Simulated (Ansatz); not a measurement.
# CH₇ClSi₂: up Jacob's ladder to CCSD(T)

How much do the methods differ for CH₇ClSi₂? The plan is to run it at one geometry with functionals of several rungs and with coupled cluster, and see how far each lands from CCSD(T) at the basis-set limit for the atomisation energy.

Program: Ansatz 0.2.0, Gaussian basis. Level of theory: functionals in def2-TZVPP, the program's frozen cores in correlated methods. These are calculated values, not measurements.

Plan: PBE-D4, r2SCAN-D4, PBE0-D4, B3LYP-D4, ωB97X-V, ωB97M-V, B2PLYP; CCSD(T)/def2-TZVPP; MP2/def2-QZVPP; extrapolation to the limit.

## 1. Structure used throughout

All runs share one geometry, relaxed beforehand with PBE0-D4 in a triple-zeta def2 set.

11 atoms, charge 0, spin multiplicity 1.

Atoms are counted from 1 here; the program's logs count them from 0.

Bond lengths: C1–Si2 1.876 Å, C1–H5 1.092 Å, C1–H6 1.092 Å, C1–H7 1.092 Å, Si2–Si3 2.341 Å, Si2–H8 1.489 Å, Si2–H9 1.489 Å, Si3–Cl4 2.067 Å, Si3–H10 1.487 Å, Si3–H11 1.487 Å. Angles: Si2–C1–H5 111.0°, Si2–C1–H6 110.4°, Si2–C1–H7 111.0°, H5–C1–H6 108.1°, H5–C1–H7 108.2°, H6–C1–H7 108.1°, C1–Si2–Si3 111.4°, C1–Si2–H8 110.7°, C1–Si2–H9 110.7°, Si3–Si2–H8 107.8°, Si3–Si2–H9 107.9°, H8–Si2–H9 108.1°, Si2–Si3–Cl4 109.0°, Si2–Si3–H10 112.2°, Si2–Si3–H11 112.3°, Cl4–Si3–H10 107.5°, Cl4–Si3–H11 107.5°, H10–Si3–H11 108.1°.

## 2. PBE-D4 (GGA)

File in.yaml:

```yaml
crystal:
  periodic: [false, false, false]
  atoms:
    - {symbol: C, position_ang: [-0.678922, 1.645725, 0.279914]}
    - {symbol: Si, position_ang: [-0.473828, 0.059932, -0.701762]}
    - {symbol: Si, position_ang: [0.951847, -1.442180, 0.388857]}
    - {symbol: Cl, position_ang: [1.133197, -3.151333, -0.758869]}
    - {symbol: H, position_ang: [-1.106885, 1.443842, 1.264141]}
    - {symbol: H, position_ang: [-1.345273, 2.334067, -0.244889]}
    - {symbol: H, position_ang: [0.281897, 2.145308, 0.420845]}
    - {symbol: H, position_ang: [0.103838, 0.342051, -2.044811]}
    - {symbol: H, position_ang: [-1.787063, -0.614930, -0.894171]}
    - {symbol: H, position_ang: [2.316910, -0.884797, 0.579365]}
    - {symbol: H, position_ang: [0.429580, -1.850784, 1.719480]}
basis:
  gaussian: {orbitals: def2-TZVPP}
hamiltonian: {xc: pbe, dispersion: d4}
output: {forces: true, orbitals: {seedname: orbitals}}
```

After this run come: r2SCAN-D4 (meta-GGA); PBE0-D4 (hybrid); B3LYP-D4 (hybrid); ωB97X-V (range-separated); ωB97M-V (range-separated); B2PLYP (double hybrid); CCSD(T) in def2-TZVPP; MP2 in def2-QZVPP.

**Question.** What will the summary of the whole plan be? Wanted: atomisation energy, CCSD(T)/CBS; farthest; mean size of error, hybrid; mean size of error, range-separated; gap, smallest and largest; T1 diagnostic; triples share of the correlation energy.

**Answer**, as computed:

```
                               quantity                                 value
        atomisation energy, CCSD(T)/CBS                         3577.1 kJ/mol
 functionals within 17.9 kJ/mol (0.5 %)  PBE-D4, r2SCAN-D4, B3LYP-D4, ωB97M-V
                               farthest                 B2PLYP (-57.8 kJ/mol)
             mean size of error, hybrid                           18.2 kJ/mol
    mean size of error, range-separated                           11.0 kJ/mol
              gap, smallest and largest  5.33 eV (PBE-D4), 11.64 eV (ωB97X-V)
                          T1 diagnostic                                0.0104
triples share of the correlation energy                                 3.7 %
```

**Reading.** PBE-D4 misses by -12.3 kJ/mol. Double hybrids carry the basis error of their MP2 part in triple zeta, and no dispersion term here, so their miss is partly the set-up's. Misses under about 17.9 kJ/mol are within the doubt on the reference itself, which lacks core-valence correlation, relativity and higher excitations. Hartree-Fock recovers 77 % of the binding; the rest is correlation. Orbital gaps span 5.3 to 11.6 eV; exact exchange widens them.
